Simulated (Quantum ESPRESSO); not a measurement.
## AlIn: zone-centre phonons under several settings

```
CELL_PARAMETERS angstrom
3.05413 0.00000 0.00000
-1.52707 2.64496 0.00000
0.00000 0.00000 5.82802
ATOMIC_POSITIONS crystal
Al 0.00000 0.00000 0.00000
In 0.00000 0.00000 0.50000
```

The cell was built by a generator and needn't be a form met in nature.

All runs used Quantum ESPRESSO 7.5; k mesh 7 × 7 × 4; relaxed cell; no spin polarisation; cutoff 612 eV; occupations cold, width 0.2 eV.

```csv
level,potentials,volume (Å³/atom),lowest optical mode without the field (cm⁻¹),highest optical mode without the field (cm⁻¹)
PBEsol,GBRV 1.5 PBEsol,?,?,?
AM05,GBRV 1.5 PBE,22.06,31i,196
```

**Question.** What stands in the row left open?

**Answer.** Volume 22.17 Å³/atom; lowest optical mode without the field 18i cm⁻¹; highest optical mode without the field 193 cm⁻¹.

Values marked i are imaginary: the cell is unstable against those modes at that level, or the meshes are too thin.

Caveats: the mesh is thin for the phonons of a metal; some modes are imaginary; the potentials were made for another functional, which shifts forces and pressure (some runs).

For the row left open. Caveat: the k mesh is coarse; the mesh is thin for the phonons of a metal; some modes are imaginary.
